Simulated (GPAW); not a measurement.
Crystal: Sn3Se.

```xyz
4
Lattice="4.7419 0.0000 0.0000 0.0000 4.7419 0.0000 0.0000 0.0000 4.7419" Properties=species:S:1:pos:R:3 pbc="T T T"
Sn    2.3709    2.3709    0.0000
Sn    2.3709    0.0000    2.3709
Sn    0.0000    2.3709    2.3709
Se    0.0000    0.0000    0.0000
```

The cell comes from a database or a generator and needn't be the stable form of this composition.

Program: GPAW 26.7.0. Alike in all runs: cell as given; smearing fermi-dirac 0.05 eV.

Order these runs on this cell by their pressure, lowest first.
A. level PBEsol; potentials or basis PAW data sets generated in the run's folder for this functional, pw; spin SOC, no magnetisation; k mesh 6 × 6 × 6; cutoff (eV) 600; maxiter 150; band path GXMGRX,MR; band points 60; spin axis theta (degrees) 0
B. level LDA; potentials or basis the program's PAW data sets (release 1.2.1) made for this functional, pw; spin off; k mesh 5 × 5 × 5; cutoff (eV) 450; maxiter 120; convergence default
C. level PBE; potentials or basis GPAW PAW data sets (gpaw-data 1.2.1), pw; spin off; k mesh 5 × 5 × 5; cutoff (eV) 450; maxiter 120; convergence default

B (-5.2 GPa), A (-2.8 GPa), C (-0.9 GPa).

Caveats: the cutoff is short for stress and forces, so pressures can be off by a GPa or more (some runs); spin-orbit coupling was added after a scalar SCF, so levels and gaps hold it while energy, forces, pressure and moments don't (some runs).

Not every run made on this cell is shown here.
